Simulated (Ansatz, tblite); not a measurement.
## A script for GaSb (GFN1-xTB)

These are simulated results from tblite 0.8.0, not measurements. The cell was built from a prototype and was relaxed with r2SCAN in plane waves (Ansatz 0.2.0). Not every such cell is a known phase. All runs are without spin polarisation.

It is cubic, F-43m (No. 216); a = 6.132 Å in the conventional setting, 28.82 Å³ an atom. Around Ga lie 4 Sb at 2.66 Å; around Sb lie 4 Ga at 2.66 Å.

tblite solves periodic systems at the zone centre alone, so the script builds a cluster of 2×2×2 conventional cells (64 atoms), which folds in a coarse mesh of k points.

Input script:

```python
import json
from ase import Atoms
from ase.build import make_supercell
from ase.units import Bohr, GPa, Hartree
from tblite.interface import Calculator

atoms = Atoms(['Ga', 'Sb'],
              cell=[[-0.0, 3.065879, 3.065879], [3.065879, 0.0, 3.065879], [3.065879, 3.065879, 0.0]],
              scaled_positions=[[-0.0, 0.0, 0.0], [0.25, 0.25, 0.25]],
              pbc=True)
cluster = make_supercell(atoms, [[-2, 2, 2], [-2, -2, 2], [2, -2, 2]])
calc = Calculator('GFN1-xTB', cluster.numbers, cluster.positions / Bohr, lattice=cluster.cell[:] / Bohr, periodic=cluster.pbc)
calc.set('temperature', 0.02 / Hartree)
calc.set('max-iter', 150)
res = calc.singlepoint()
levels = res.get('orbital-energies') * Hartree
nv = round(res.get('orbital-occupations').sum() / 2)
cells = len(cluster) // len(atoms)
out = {'energy_per_cell': res.get('energy') * Hartree / cells, 'homo': levels[nv - 1], 'lumo': levels[nv],
       'stress': (-res.get('virial') * Hartree / cluster.get_volume() / GPa).tolist(), 'charges': res.get('charges')[:len(atoms)].tolist(), 'electrons': 2 * nv / cells}
json.dump(out, open('results.json', 'w'))
for key, value in out.items():
    print(key, value)
```

Command: `python run.py`. It took 5.8 s on 1 thread of Intel(R) Xeon(R) 6975P-C (Granite Rapids), with other jobs on the host, peak memory 0.13 GiB.

The log:

```
------------------------------------------------------------
  cycle        total energy    energy error   density error
------------------------------------------------------------
      1     -122.7001919872  -1.2268474E+02   4.1323059E-01
      2     -118.1018338973   4.5983581E+00   4.2498765E-01
      3     -124.9946612431  -6.8928273E+00   1.6548880E-01
      4     -125.1293557565  -1.3469451E-01   1.9214657E-02
      5     -125.1422190122  -1.2863256E-02   5.1828434E-03
      6     -125.1424085010  -1.8948874E-04   4.2341399E-03
      7     -125.1435181809  -1.1096799E-03   1.1016285E-03
      8     -125.1435535475  -3.5366577E-05   6.3532781E-04
      9     -125.1435704985  -1.6951009E-05   8.9640788E-05
     10     -125.1435707985  -2.9998240E-07   2.4814402E-05
     11     -125.1435708108  -1.2309172E-08   1.8479819E-05
------------------------------------------------------------

 total:                                   5.269 sec
energy_per_cell -106.41656293123044
homo -6.277558852053285
lumo -6.277558852049427
stress [[1.450578668789203, -4.857599054058025e-07, 4.857741472254612e-07], [-4.857599054315116e-07, 1.450578668921828, 4.856957097250209e-07], [4.857741472124829e-07, 4.856957096394943e-07, 1.450578668821547]]
charges [-0.08667423414989822, 0.08664001741553912]
electrons 8.0
```

The cycle table is in hartree for the whole cluster, and the lines after it are in eV (the energy for one cell). The printed stress is in GPa and positive in compression, and the pressure is its mean diagonal.

GFN1-xTB gives no gap at the points read. On the same cell, plane-wave PBE (Ansatz, 8×8×8 k points and the special points) gives no gap at the points read and r2SCAN a gap of 0.41 eV; on shared hosts these took about 2.1 and 4.4 core-seconds on the 2-atom cell, against 5.8 for the script. Spin-orbit coupling, left out in all these runs, can cut or reorder the gap by tenths of an eV, up to about 1 eV with Pb or Bi.

The same script was run on cells scaled at fixed shape and fractional coordinates:

| volume (Å³/atom) | energy (meV/atom) | pressure (GPa, positive in compression) | gap (eV) |
| --- | --- | --- | --- |
| 25.36 | 147.7 | 13.96 | 0.00 |
| 27.09 | 40.6 | 6.42 | 0.00 |
| 28.82 | 0.0 | 1.45 | 0.00 |
| 30.55 | 3.6 | -1.89 | 0.00 |
| 32.28 | 37.1 | -4.17 | 0.00 |

A Birch-Murnaghan fit puts the minimum at 29.48 Å³/atom, 2.3 % above the given cell, with a bulk modulus of 59.5 GPa at fixed shape.

xTB was fitted mostly to molecules, and a small cluster samples few k points, so gaps, pressures and kinks along a curve can be far from a solid's.

No spin-orbit coupling is included; it can move band edges with weight on the heavy atoms by tenths of an eV.
